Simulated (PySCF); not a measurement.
# A diatomic session: GaO

One job finds the state of GaO, follows it along the bond with each method and fits the curves.

The runs use PySCF 2.14.0; Ga jorge-DZP-DKH, O jorge-DZP-DKH, spin-free X2C with a Gaussian nucleus.

## 1. The job

The job is set up so:

| Property | Result |
| --- | --- |
| atoms | Ga, O |
| charge | 0 |
| basis | Ga jorge-DZP-DKH, O jorge-DZP-DKH |
| Hamiltonian | spin-free X2C with a Gaussian nucleus |
| basis functions | 58 |
| electrons treated | 39 |
| masses in u | 68.9256, 15.9949 |
| levels | PBE0, PBE, r²SCAN, TPSS, MN15, M06-2X, ωB97X, HF, MP2, SCS-MP2, CCSD, CCSD(T) |
| grid | 80 radial by 434 angular points |
| occupations | held fixed by the projection of orbital angular momentum |
| dissociation limit | Ga + O, each in its ground configuration |
| starting distance in angstrom | 1.805 |
| values of 2S to try | 1, 3 |

Run with:

```bash
$ OMP_NUM_THREADS=1 python dia.py task.json out
```

After this run come: PBE0 along the bond; Excited determinants; PBE; r²SCAN (meta-GGA); TPSS; MN15 (hybrid meta-GGA); M06-2X (hybrid meta-GGA); ωB97X (range-separated hybrid); UHF; Correlated methods on the Hartree–Fock reference.

What does the calculation give? Wanted: for each run, Re; ωe; De; μ.

The runs gave:

Lowest PBE0 solution found, without spin–orbit coupling: ²Σ⁺ (doublet), unpaired electrons σ ↑. State 2 has its PBE0 minimum 0.18 eV higher. State 3 has its PBE0 minimum 3.49 eV higher. The other levels ran on the lowest alone.

| level | Re (Å) | ωe (cm⁻¹) | De (eV) | μ (D) |
| --- | --- | --- | --- | --- |
| UHF | 1.786 | 631 | 1.59 | -3.30 |
| UHF-MP2 | 1.703 | 637 | 3.61 | n/a |
| UHF-SCS-MP2 | 1.724 | 633 | 3.43 | n/a |
| UHF-CCSD | 1.702 | 744 | 3.67 | n/a |
| UHF-CCSD(T) | 1.701 | 752 | 3.86 | n/a |
| PBE | 1.700 | 765 | 4.80 | -3.39 |
| TPSS | 1.697 | 766 | 4.50 | -3.48 |
| r²SCAN | 1.685 | 781 | 4.51 | -3.51 |
| PBE0 | 1.697 | 743 | 4.08 | -3.61 |
| MN15 | 1.701 | 724 | 4.23 | -3.32 |
| M06-2X | 1.702 | 771 | 3.94 | -3.98 |
| ωB97X | 1.707 | 708 | 4.13 | -3.42 |

De is counted to Ga + O in their ground configurations. A positive dipole means Ga(−)O(+).

What this shows: Bond lengths run from 1.685 Å (r²SCAN) to 1.786 Å (UHF). Of the levels with a De here, UHF gives the least (1.59 eV) and PBE the most (4.80 eV).

Correlated steps freeze 10 core orbitals. T1 is 0.055 near the minimum (highest on the curve 0.057), which may point to more than one leading configuration.
